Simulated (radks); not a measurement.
**Ca³⁺ in [Ne] 3s1.75 3p5 4s0.25: an all-electron calculation**

An exercise on one series of results from a longer session: the logs are not shown, and one member is left open.

The numbers are computed with radks (a radial shooting solver on a logarithmic mesh, Libxc functionals) version 1 (non-relativistic Kohn-Sham, r2SCAN, spin-polarised, spherical densities, point nucleus; open shells are filled with parallel spins first), except any that are marked as measured or tabulated.

## The system

| Property | Result |
| --- | --- |
| element | calcium (Z = 20) |
| charge | +3 |
| electrons | 17 |
| configuration | [Ne] 3s1.75 3p5 4s0.25 |

Set-up of the first run:

Input:

```text
Z 20
configuration [Ne] 3s1.75 3p5 4s0.25 3d0 4p0
relativity non-relativistic
functional r2scan,r2scan
spin polarised
nucleus point
```

One table of the session follows, with a row left open; its other results are not shown here.

It belongs to the step «Shells». From the orbitals of this run (lengths in bohr):

```
  level      <r>  outermost maximum (interpolated)  90 % within  nodes
  1s up  0.07738                            0.0508        0.138      0
1s down  0.07738                            0.0508        0.138      0
  2s up   0.3652                             0.301        0.568      1
2s down   0.3652                             0.302        0.568      1
  2p up   0.3277                             0.247        0.539      0
2p down   0.3278                             0.248        0.540      0
  3s up    1.122                             0.982         1.66      2
3s down    1.130                             0.986         1.68      2
  3p up    1.194                              1.02         1.81      1
3p down    1.204                              1.03         1.83      1
  3d up    1.402                              1.08         2.27      0
3d down        ?                                 ?            ?      ?
  4s up    2.899                              2.67         4.15      3
  4p up    3.210                              2.98         4.60      2
```

**Question.** Estimate the row for 3d down.

**Answer.** <r>: 1.411; outermost maximum (interpolated): 1.08; 90 % within: 2.29; nodes: 0. In the column «<r>» it lies between 3d up (1.402) and 4s up (2.899).
